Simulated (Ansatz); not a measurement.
# CH6BNO2 (SMILES OBNCO): CCSD/def2-SVP

Aim: the energy change on altering one bond length of CH6BNO2 at CCSD/def2-SVP, from 2 runs. 

The calculation is run with Ansatz 0.2.0.

112 further runs of the same task are left out: 112 set aside as unsound or not needed.

## (1) The molecule

CH6BNO2: 11 atoms, total charge 0, spin state singlet. SMILES: `OBNCO`. The shape is that of a PBE0-D4/def2-TZVP optimisation. This is a higher conformer, about 10 kJ/mol above the lowest found by a separate search.

Bond lengths: O1–B2 1.362 Å, B2–N3 1.416 Å, N3–C4 1.423 Å, C4–O5 1.424 Å, O1–H6 0.965 Å, B2–H7 1.197 Å, N3–H8 1.004 Å, C4–H9 1.100 Å, C4–H10 1.096 Å, O5–H11 0.962 Å. Some angles: O1–B2–N3 121.8°, B2–N3–C4 124.5°, N3–C4–O5 109.1°, O1–B2–H7 118.8°, N3–B2–H7 119.3°, B2–O1–H6 111.4°, B2–N3–H8 119.6°, C4–N3–H8 115.8°, N3–C4–H9 110.6°, N3–C4–H10 109.5°.

## (2) A single-point energy at CCSD/def2-SVP

Contents of in.yaml:

```yaml
basis:
  gaussian:
    orbitals: def2-SVP
crystal:
  periodic: [false, false, false]
  atoms:
    - {symbol: O, position_ang: [-0.365300, 1.867300, 0.524000]}
    - {symbol: B, position_ang: [-0.151000, 0.776300, 1.310700]}
    - {symbol: "N", position_ang: [0.041300, -0.514500, 0.761600]}
    - {symbol: C, position_ang: [-0.074500, -0.827100, -0.621300]}
    - {symbol: O, position_ang: [0.833500, -0.016400, -1.360600]}
    - {symbol: H, position_ang: [-0.145900, 1.684700, -0.397300]}
    - {symbol: H, position_ang: [-0.135500, 0.915900, 2.499600]}
    - {symbol: H, position_ang: [0.344000, -1.265700, 1.354800]}
    - {symbol: H, position_ang: [-1.095800, -0.629000, -0.978300]}
    - {symbol: H, position_ang: [0.142100, -1.890000, -0.774600]}
    - {symbol: H, position_ang: [0.672700, -0.158500, -2.298200]}
correlation:
  method: ccsd
  frozen_orbitals: {B: 1, C: 1, H: 0, "N": 1, O: 1}
accuracy: high
scf:
  omitted_lower_state_checks: [cluster_reference, increment]
```

Run with:

```
$ ansatz run in.yaml --threads 1 --pin off --max-ram 3480MiB --events-out events.jsonl --progress --plain --runs-dir runs
```

Log:

```text
Warning: RAYON_NUM_THREADS=1 ignored (pool sized by the plan → 1); use --threads N
Functional definition: HF
  name "HF"
  exchange = exact_x
  correlation = 0
these checks for a lower state are left out or cut short: cluster_reference, increment
2436 factors; integrals over basis functions are off by at most 3.5e-9 eV
mean field evaluation 1: about -7345.5402 eV, gradient 4.4e1 eV
mean field evaluation 2: about -7345.6713 eV, gradient 4.4e1 eV
mean field evaluation 4: about -7349.6947 eV, gradient 3.6e0 eV
mean field evaluation 8: about -7349.7401 eV, gradient 2.4e-1 eV
mean field evaluation 16: about -7349.7403 eV, gradient 1.3e-8 eV
mean field -7349.74025758 eV, -270.0979726334 hartree, gradient 1.3e-8 eV, S^2 0.000000; 0 other end points of the search recorded, 0 dependent functions left out
5 core orbitals not correlated: weight in the atoms' cores, before any rotation towards them, 1.000 or more for the frozen orbitals, at most 0.000 for the correlated occupied ones
reference -7349.74025758 eV, -270.0979726334 hartree; 15, 15 occupied and 80, 80 virtual orbitals, 2436 factors
second order -20.82292019 eV of doubles, -0.00000000 eV of singles
cycle   1  -21.30904759 eV  change   -4.9e-1 eV  update   9.6e-2
cycle   2  -21.80038285 eV  change   -4.9e-1 eV  update   2.7e-2
cycle   3  -21.92070638 eV  change   -1.2e-1 eV  update   1.5e-2
cycle   4  -21.91269433 eV  change    8.0e-3 eV  update   3.6e-3
cycle   5  -21.91150034 eV  change    1.2e-3 eV  update   1.5e-3
cycle   6  -21.91175617 eV  change   -2.6e-4 eV  update   4.3e-4
cycle   7  -21.91143082 eV  change    3.3e-4 eV  update   1.3e-4
cycle   8  -21.91135011 eV  change    8.1e-5 eV  update   4.0e-5
cycle   9  -21.91135560 eV  change   -5.5e-6 eV  update   1.5e-5
cycle  10  -21.91135452 eV  change    1.1e-6 eV  update   5.6e-6
cycle  11  -21.91135487 eV  change   -3.5e-7 eV  update   2.2e-6
cycle  12  -21.91135787 eV  change   -3.0e-6 eV  update   8.2e-7
cycle  13  -21.91135867 eV  change   -8.0e-7 eV  update   3.0e-7
cycle  14  -21.91135905 eV  change   -3.8e-7 eV  update   1.3e-7
cycle  15  -21.91135912 eV  change   -6.8e-8 eV  update   5.5e-8
cycle  16  -21.91135913 eV  change   -6.7e-9 eV  update   3.2e-8
cycle  17  -21.91135911 eV  change    2.1e-8 eV  update   1.1e-7
cycle  18  -21.91135912 eV  change   -9.1e-9 eV  update   2.4e-8
cycle  19  -21.91135911 eV  change    3.5e-9 eV  update   6.7e-9
cycle  20  -21.91135911 eV  change    1.6e-9 eV  update   2.8e-9
Total energy: -7371.65161670 eV, -270.9032002286 hartree
Checks for a lower state left out: cluster_reference, increment
```

Run time: 32 s. Hardware: 1 thread of Arm Neoverse V1, shared host; peak memory 0.82 GiB.

## (3) The distorted shape

Contents of job.yaml:

```yaml
crystal:
  periodic: [false, false, false]
  atoms:
    - {symbol: O, position_ang: [-0.307397, 2.023607, 1.215481]}
    - {symbol: B, position_ang: [-0.093097, 0.932607, 2.002181]}
    - {symbol: "N", position_ang: [0.099203, -0.358193, 1.453081]}
    - {symbol: C, position_ang: [-0.074500, -0.827100, -0.621300]}
    - {symbol: O, position_ang: [0.833500, -0.016400, -1.360600]}
    - {symbol: H, position_ang: [-0.087997, 1.841007, 0.294181]}
    - {symbol: H, position_ang: [-0.077597, 1.072207, 3.191081]}
    - {symbol: H, position_ang: [0.401903, -1.109393, 2.046281]}
    - {symbol: H, position_ang: [-1.095800, -0.629000, -0.978300]}
    - {symbol: H, position_ang: [0.142100, -1.890000, -0.774600]}
    - {symbol: H, position_ang: [0.672700, -0.158500, -2.298200]}
basis:
  gaussian: {orbitals: def2-SVP}
correlation: {method: ccsd, frozen_orbitals: {B: 1, C: 1, H: 0, "N": 1, O: 1}}
accuracy: high
scf: {omitted_lower_state_checks: [cluster_reference, increment]}
```

Run with:

```
$ ansatz run job.yaml --threads 1 --pin off --max-ram 3480MiB --events-out events.jsonl --progress --plain --runs-dir runs
```

Log:

```text
Warning: RAYON_NUM_THREADS=1 ignored (pool sized by the plan → 1); use --threads N
Functional definition: HF
  name "HF"
  exchange = exact_x
  correlation = 0
these checks for a lower state are left out or cut short: cluster_reference, increment
2407 factors; integrals over basis functions are off by at most 3.2e-9 eV
mean field evaluation 1: about -7340.6764 eV, gradient 4.8e1 eV
mean field evaluation 2: about -7340.7933 eV, gradient 4.8e1 eV
mean field evaluation 4: about -7346.0204 eV, gradient 4.4e0 eV
mean field evaluation 8: about -7346.1075 eV, gradient 4.4e-1 eV
mean field -7346.10906202 eV, -269.9645286578 hartree, gradient 7.1e-8 eV, S^2 0.000000; 0 other end points of the search recorded, 0 dependent functions left out; unrestricted orbitals would lower it
5 core orbitals not correlated: weight in the atoms' cores, before any rotation towards them, 1.000 or more for the frozen orbitals, at most 0.000 for the correlated occupied ones
reference -7346.10906202 eV, -269.9645286578 hartree; 15, 15 occupied and 80, 80 virtual orbitals, 2407 factors
second order -21.21545801 eV of doubles, -0.00000000 eV of singles
cycle   1  -21.58319778 eV  change   -3.7e-1 eV  update   1.2e-1
cycle   2  -22.18533433 eV  change   -6.0e-1 eV  update   3.8e-2
cycle   3  -22.37083928 eV  change   -1.9e-1 eV  update   2.1e-2
cycle   4  -22.35987893 eV  change    1.1e-2 eV  update   5.6e-3
cycle   5  -22.35841288 eV  change    1.5e-3 eV  update   2.5e-3
cycle   6  -22.35952075 eV  change   -1.1e-3 eV  update   8.9e-4
cycle   7  -22.35894621 eV  change    5.7e-4 eV  update   4.8e-4
cycle   8  -22.35879295 eV  change    1.5e-4 eV  update   2.8e-4
cycle   9  -22.35893650 eV  change   -1.4e-4 eV  update   1.7e-4
cycle  10  -22.35891862 eV  change    1.8e-5 eV  update   7.6e-5
cycle  11  -22.35891881 eV  change   -1.9e-7 eV  update   3.5e-5
cycle  12  -22.35894117 eV  change   -2.2e-5 eV  update   1.5e-5
cycle  13  -22.35895177 eV  change   -1.1e-5 eV  update   6.6e-6
cycle  14  -22.35895845 eV  change   -6.7e-6 eV  update   2.4e-6
cycle  15  -22.35896037 eV  change   -1.9e-6 eV  update   1.0e-6
cycle  16  -22.35896006 eV  change    3.1e-7 eV  update   4.5e-7
cycle  17  -22.35896003 eV  change    3.7e-8 eV  update   2.0e-7
cycle  18  -22.35895995 eV  change    7.6e-8 eV  update   9.5e-8
cycle  19  -22.35895992 eV  change    3.0e-8 eV  update   5.7e-8
cycle  20  -22.35895994 eV  change   -1.9e-8 eV  update   3.9e-8
cycle  21  -22.35896001 eV  change   -7.2e-8 eV  update   1.7e-7
cycle  22  -22.35896002 eV  change   -6.5e-9 eV  update   5.7e-8
cycle  23  -22.35896002 eV  change   -6.4e-9 eV  update   2.7e-8
cycle  24  -22.35896003 eV  change   -1.5e-9 eV  update   1.4e-8
cycle  25  -22.35896002 eV  change   8.1e-10 eV  update   5.7e-9
cycle  26  -22.35896003 eV  change  -9.1e-10 eV  update   2.6e-9
Total energy: -7368.46802205 eV, -270.7862052832 hartree
Checks for a lower state left out: cluster_reference, increment
```

It took 39 s on 1 thread of Arm Neoverse V1, shared host; peak memory 0.81 GiB.

## (4) What came out

At CCSD/def2-SVP, 5 core orbitals frozen:

| quantity | value |
| --- | --- |
| first shape: total energy | -270.90320 Eh |
| first shape: correlation energy (5 core orbitals frozen) | -805.2 mEh |
| first shape: T1 diagnostic | 0.012 |
| distorted shape: total energy | -270.78621 Eh |
| distorted shape: correlation energy (5 core orbitals frozen) | -821.7 mEh |
| distorted shape: T1 diagnostic | 0.016 |
| energy change with the N3–C4 bond stretched from 1.423 to 2.134 Å | 3.184 eV |

With the N3–C4 bond stretched from 1.423 to 2.134 Å the energy rises by 3.18 eV (73 kcal/mol). The first shape isn't relaxed at this level, so the change isn't measured from a minimum. The restricted solution (distorted shape) is unstable to spin breaking: an unrestricted one lies lower.
